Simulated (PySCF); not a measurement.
# From one method to the next for Zn2

Starting from one script, swap the method and compare what comes out for Zn2.

The runs use PySCF 2.14.0; method and basis as typed in the scripts.

**1. The system as given**

Zn2: 2 atoms, charge 0, spin multiplicity 1.

Bond lengths: Zn1–Zn2 2.261 Å.

**2. Base script**

input.py reads:

```python
from pyscf import gto, dft

mol = gto.M(
    atom='Zn 0 0 0; Zn 0 0 2.261',
    basis='6-31g',
    charge=0,
    spin=0,
    symmetry=True,
    verbose=3,
)
mf = dft.UKS(mol, xc='pbe0')
mf.kernel()
mf.analyze()
print('orbital energies (hartree):', [e[max(0, n-3):n+3].round(4) for e, n in zip(mf.mo_energy, mol.nelec)])
```

The run is started by

```
$ OMP_NUM_THREADS=1 python input.py
```

**3. Pw91**

Run 1 changes functional: pbe0 → pw91.

Changes to input.py since step 2:

```diff
@@ -10,3 +10,3 @@
 )
-mf = dft.UKS(mol, xc='pbe0')
+mf = dft.UKS(mol, xc='pw91')
 mf.kernel()
```

**4. Gradient**

Run 2 changes step after the SCF: analyze → gradient.

Changes to input.py since step 2:

```diff
@@ -12,3 +12,6 @@
 mf.kernel()
-mf.analyze()
+g = mf.nuc_grad_method()
+g.grid_response = True
+g.kernel()
+mf.dip_moment()
 print('orbital energies (hartree):', [e[max(0, n-3):n+3].round(4) for e, n in zip(mf.mo_energy, mol.nelec)])
```

**5. MP2 (UHF)**

Run 3 changes step after the SCF: analyze → mp2; SCF type: UKS → UHF; functional: pbe0 → none (Hartree–Fock); frozen orbitals: none → 10.

input.py reads:

```python
from pyscf import gto, scf, mp

mol = gto.M(
    atom='Zn 0 0 0; Zn 0 0 2.261',
    basis='6-31g',
    charge=0,
    spin=0,
    symmetry=True,
    verbose=3,
)
mf = scf.UHF(mol)
mf.kernel()
mp.MP2(mf, frozen=10).kernel()
mf.dip_moment()
print('orbital energies (hartree):', [e[max(0, n-3):n+3].round(4) for e, n in zip(mf.mo_energy, mol.nelec)])
```

**6. CASCI (ROHF)**

Run 4 changes step after the SCF: analyze → casci; SCF type: UKS → ROHF; functional: pbe0 → none (Hartree–Fock); active space: none → 6 electrons in 6 orbitals.

input.py reads:

```python
from pyscf import gto, scf, mcscf

mol = gto.M(
    atom='Zn 0 0 0; Zn 0 0 2.261',
    basis='6-31g',
    charge=0,
    spin=0,
    symmetry=True,
    verbose=3,
)
mf = scf.ROHF(mol)
mf.kernel()
mc = mcscf.CASCI(mf, 6, 6)
mc.kernel()
mc.analyze()
mf.dip_moment()
print('orbital energies (hartree):', mf.mo_energy[..., max(0, mol.nelec[1]-3):mol.nelec[0]+3].round(4))
```

**7. Stability test**

Run 5 changes step after the SCF: analyze → stability; point-group symmetry: on → off.

input.py reads:

```python
from pyscf import gto, dft

mol = gto.M(
    atom='Zn 0 0 0; Zn 0 0 2.261',
    basis='6-31g',
    charge=0,
    spin=0,
    verbose=3,
)
mf = dft.UKS(mol, xc='pbe0')
mf.kernel()
mf.stability(internal=True, external=True)
mf.dip_moment()
print('orbital energies (hartree):', [e[max(0, n-3):n+3].round(4) for e, n in zip(mf.mo_energy, mol.nelec)])
```

Before running it: what results should come out? Wanted: for each run, E(SCF); from base; gap; after the SCF.

**Answer**, as computed:

```tsv
run	E(SCF) (hartree)	from base (eV)	gap (eV)	after the SCF
base	-3557.569009	0	3.22	n/a
pw91	-3558.357819	not comparable	2.05	n/a
gradient	-3557.569009	0.0000	3.22	n/a
MP2 (UHF)	-3554.919731	not comparable	6.43	MP2 correlation -13.508 eV, core frozen
CASCI (ROHF)	-3554.919731	not comparable	n/a	CASCI correlation -0.453 eV
stability test	-3557.569009	0.0000	3.22	stable
```

What this shows: The gap between the frontier levels is 2.0 eV with pw91 (0 % exact exchange) and 3.2 eV with pbe0 (25 %): exact exchange opens it. Total energies of different functionals can't be compared with each other; differences within one functional can. The dearest run is “stability test”, at 19 s against 4.2 s.
